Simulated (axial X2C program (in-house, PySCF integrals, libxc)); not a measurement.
**ISi⁺: bond curves with and without spin–orbit coupling**

What are the state, bond length, wavenumber and bond energy of ISi⁺, and what does spin–orbit coupling change?

Method: all-electron X2C, I dyall-cv3z, Si dyall-v3z; program: an in-house X2C program for linear molecules on PySCF integrals.

All values are calculated.

**1. The job**

task.json

```json
{"zs": [53, 14], "q": 1, "bas": ["dyall-cv3z", "dyall-v3z"], "levels": ["PBE0", "HF", "BLYP"], "cc": true, "r0": 2.49, "thr": -2.0, "nmax": 90, "npts": 10, "nst": 2, "ntry": 6}
```

Keys: zs atomic numbers; q charge; bas basis sets; levels methods (HF also brings MP2); cc coupled cluster on or off; r0 starting distance in Å; thr threshold in hartree for freezing inner shells (an s shell follows its p shell); nmax most natural virtual spinors; npts points asked for on the curve; nst determinants followed; ntry starts of the search.

Launch:

```sh
$ python so2c.py task.json out
```

Spin-free means the one-electron spin-free X2C Hamiltonian; two-component (2c) means X2C with spin–orbit coupling and atomic mean-field two-electron Coulomb and Gaunt terms. Basis: I dyall-cv3z contracted to [11s12p8d4f1g], Si dyall-v3z contracted to [8s7p2d1f]; Gaussian nuclei, density fitting. Masses: I 126.904 u, Si 27.977 u.

Notation: σ, π±, δ± give the projection m of an orbital's angular momentum (0, ±1, ±2), α and β its spin, Λ and M_S the sums; ω is the projection of a spinor's total angular momentum and Ω the sum. Logs are in hartree.

Further steps of the session: PBE0, spin-free; HF, spin-free; BLYP, spin-free; MP2 and beyond, spin-free; PBE0, 2c; HF, 2c; BLYP, 2c; MP2 and beyond, 2c.

Q: Predict the outcome of this session. Wanted: for each run, Hamiltonian; Re; ωe; De; μ.

The runs gave:

Lowest determinant that the search found at its distance, spin-free: M_S = 0, Λ = 0 (closed shell).

Lowest determinant that the search found at its distance, 2c: Ω = 0 (closed shell).

```json
{"Hamiltonian": "spin-free", "level": "PBE0", "Re (Å)": "2.323", "ωe (cm⁻¹)": "454", "De (eV)": "4.25", "μ (D)": "4.75"}
{"Hamiltonian": "spin-free", "level": "HF", "Re (Å)": "2.320", "ωe (cm⁻¹)": "463", "De (eV)": "2.61", "μ (D)": "5.41"}
{"Hamiltonian": "spin-free", "level": "MP2", "Re (Å)": "2.321", "ωe (cm⁻¹)": "467", "De (eV)": "4.13", "μ (D)": "n/a"}
{"Hamiltonian": "spin-free", "level": "CCSD", "Re (Å)": "2.324", "ωe (cm⁻¹)": "461", "De (eV)": "3.86", "μ (D)": "n/a"}
{"Hamiltonian": "spin-free", "level": "CCSD(T)", "Re (Å)": "2.333", "ωe (cm⁻¹)": "451", "De (eV)": "4.07", "μ (D)": "n/a"}
{"Hamiltonian": "spin-free", "level": "BLYP", "Re (Å)": "2.368", "ωe (cm⁻¹)": "414", "De (eV)": "4.21", "μ (D)": "4.84"}
{"Hamiltonian": "2c", "level": "PBE0", "Re (Å)": "2.327", "ωe (cm⁻¹)": "449", "De (eV)": "4.01", "μ (D)": "4.72"}
{"Hamiltonian": "2c", "level": "HF", "Re (Å)": "2.324", "ωe (cm⁻¹)": "460", "De (eV)": "2.33", "μ (D)": "5.36"}
{"Hamiltonian": "2c", "level": "MP2", "Re (Å)": "2.324", "ωe (cm⁻¹)": "464", "De (eV)": "3.87", "μ (D)": "n/a"}
{"Hamiltonian": "2c", "level": "CCSD", "Re (Å)": "2.328", "ωe (cm⁻¹)": "457", "De (eV)": "3.59", "μ (D)": "n/a"}
{"Hamiltonian": "2c", "level": "CCSD(T)", "Re (Å)": "2.337", "ωe (cm⁻¹)": "448", "De (eV)": "3.80", "μ (D)": "n/a"}
{"Hamiltonian": "2c", "level": "BLYP", "Re (Å)": "2.373", "ωe (cm⁻¹)": "409", "De (eV)": "3.93", "μ (D)": "4.81"}
```

Dipoles are positive if Si is the positive end and refer to the centre of mass.

In words: At CCSD(T), going from spin-free to two-component changes Re by +3 mÅ, ωe by -0.8 %; the spin-free picture holds up (part of it comes from the scalar share of the two-electron terms). De moves by -0.27 eV; both De rest on single-determinant atoms, which can miss part of an open shell's spin–orbit lowering.

De refers to I + Si+, each in the lowest determinant found, which need not be this curve's own limit. The state is a single determinant with fixed occupations, the lowest that a limited PBE0 search found. Closed shells are restricted here (equal orbitals for both partners), which fails at long range if the bond breaks into open shells. Dissociation energies refer to the lowest single-determinant-based atoms at the same level and basis. Coupled cluster ran in a truncated set of natural virtual spinors; the MP2 energy of the rest was added. T1 at Re is 0.026 (Lee–Taylor), above the customary mark of 0.02.
